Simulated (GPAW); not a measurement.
As2S:

```
As S
1.0
    -3.50648    3.50648    2.48592
     3.50648   -3.50648    2.48592
     3.50648    3.50648   -2.48592
As S
4 2
Direct
  0.87500 0.12500 0.25000
  0.87500 0.62500 0.75000
  0.37500 0.12500 0.25000
  0.87500 0.12500 0.75000
  0.25000 0.75000 0.50000
  0.50000 0.50000 0.00000
```

The cell comes from a database or a generator and needn't be the stable form of this composition.

```yaml
Program: GPAW 26.7.0
Task: relaxation of cell and atoms
Functional: PBEsol
Potentials_or_basis: PAW data sets generated in the run's folder for this functional
Cutoff: 600 eV
Basis: pw
k_mesh: 5 × 5 × 5
Occupations: fermi-dirac, width 0.05 eV
Spin: no spin polarisation
```

At the start: pressure -3.1 GPa; volume 20.38 Å³/atom.

How do energy, volume and symmetry change on relaxing?

Over 8 steps the energy falls by 8.1 meV/atom and the volume is 19.61 Å³/atom (-3.8 %); space group I4_1/amd (No. 141, to 0.05 Å).

The path:
| step | energy change (eV) | largest force (eV/Å) | pressure (GPa) | volume (Å³) |
| --- | --- | --- | --- | --- |
| 1 | 0.0000 | 0.0000 | -3.11 | 122.26 |
| 2 | -0.0064 | 0.0000 | -2.90 | 121.92 |
| 3 | -0.0459 | 0.0001 | 0.18 | 117.38 |
| 4 | -0.0462 | 0.0001 | 0.03 | 117.57 |
| 5 | -0.0464 | 0.0000 | -0.07 | 117.69 |
| 6 | -0.0473 | 0.0001 | -0.24 | 117.88 |
| 7 | -0.0481 | 0.0001 | -0.28 | 117.88 |
| 8 | -0.0485 | 0.0002 | -0.16 | 117.66 |

Final structure:
```cif
data_structure
_symmetry_space_group_name_H-M 'P 1'
_symmetry_Int_Tables_number 1
_cell_length_a 5.4677
_cell_length_b 5.4677
_cell_length_c 5.4677
_cell_angle_alpha 101.824
_cell_angle_beta 101.824
_cell_angle_gamma 126.171
_cell_volume 117.66
loop_
_atom_site_label
_atom_site_type_symbol
_atom_site_fract_x
_atom_site_fract_y
_atom_site_fract_z
_atom_site_occupancy
As1 As 0.87500 0.12500 0.25000 1
As2 As 0.87500 0.62500 0.75000 1
As3 As 0.37500 0.12500 0.25000 1
As4 As 0.87500 0.12500 0.75000 1
S1 S 0.25000 0.75000 0.50000 1
S2 S 0.50000 0.50000 0.00000 1
```

Caveat: later steps reuse the first step's grids.
